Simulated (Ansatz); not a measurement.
## NaLaMnMoO6 in Ansatz: convergence with k mesh

Crystal: NaLaMnMoO6.

```
Na La Mn Mo O
1.0
     5.10934   -0.00669    0.01056
    -0.23945    5.68925    0.00703
    -0.92899   -2.82542    5.11884
Na La Mn Mo O
1 1 1 1 6
Direct
  0.40776 0.38086 0.07519
  0.03690 0.66325 0.68598
  0.44271 0.04268 0.40638
  0.90251 0.96387 0.30442
  0.73627 0.69569 0.99417
  0.72288 0.91846 0.55299
  0.70112 0.27368 0.37292
  0.19224 0.75325 0.36660
  0.17926 0.03365 0.11672
  0.20034 0.27462 0.63197
```

The cell was built by a generator and needn't be a form met in nature.

```yaml
Program: Ansatz 0.2.0
Task: convergence study
Functional: PBE
Potentials_or_basis: Ansatz PAW
Cutoff: "420 eV (not typed: the program's choice for these potentials)"
k_mesh: 2 × 2 × 2
Occupations: fermi-dirac, width 0.05 eV
Spin: collinear spin, ferromagnetic start
Starting_moments: "[0.0, 0.0, 4.0, 1.0, 0.0, 0.0, 0.0, 0.0, 0.0, 0.0] μB"
```

These are the settings of the first run; the series varies k mesh, with any setting tied to it.

Hardware: 8 threads of Arm Neoverse V2 (shared host).

Task: The values tried are 2 × 2 × 2, 3 × 3 × 3, 4 × 4 × 4, 5 × 5 × 5, 6 × 6 × 6, 7 × 8 × 7, 9 × 9 × 9, loosest first. From which on does the energy stay within 1 meV/atom of the tightest run that finished?

Result: From 3 × 3 × 3 on.

| k mesh | energy less the tightest run, at zero smearing (meV/atom) | pressure (GPa) | largest force (eV/Å) | absolute moment (μB) | gap on the mesh (eV) | SCF cycles | CPU time (s) | peak memory (GiB) |
| --- | --- | --- | --- | --- | --- | --- | --- | --- |
| 2 × 2 × 2 | 2.32 | 0.04 | 0.098 | 3.91 | 0.861 | 17 | 18 | 0.66 |
| 3 × 3 × 3 | -0.07 | -0.01 | 0.015 | 3.88 | 0.960 | 17 | 48 | 0.75 |
| 4 × 4 × 4 | 0.03 | -0.01 | 0.004 | 3.88 | 0.855 | 17 | 110 | 0.91 |
| 5 × 5 × 5 | 0.00 | -0.01 | 0.004 | 3.88 | 0.881 | 17 | 210 | 1.1 |
| 6 × 6 × 6 | 0.01 | -0.01 | 0.004 | 3.88 | 0.856 | 17 | 350 | 1.5 |
| 7 × 8 × 7 | 0.00 | -0.01 | 0.004 | 3.88 | 0.864 | 17 | 660 | 2.2 |
| 9 × 9 × 9 | 0.00 | -0.01 | 0.004 | 3.88 | 0.858 | 17 | 1200 | 3.6 |

Against the tightest run, the pressure stays within 0.1 GPa from 2 × 2 × 2 on; the largest force stays within 0.005 eV/Å from 4 × 4 × 4 on; the absolute moment stays within 0.02 μB from 3 × 3 × 3 on; the gap on the mesh stays within 0.01 eV from 6 × 6 × 6 on. Meshes of other sizes hit other points, so gaps and Fermi surfaces needn't settle smoothly. The tightest run that finished is the yardstick and may itself not be fully converged.

Caveat, for the tightest run too: odd divisions of the mesh miss points on the zone boundary, where band edges often lie, so the gap on the mesh can be too wide; the pressure holds a Pulay correction of +0.5 GPa for the finite cutoff; spin-orbit coupling is left out, which moves the levels of the heavy elements; a cell with one magnetic atom can't hold antiferromagnetic order, which such compounds often take; the starting moments weren't kept.
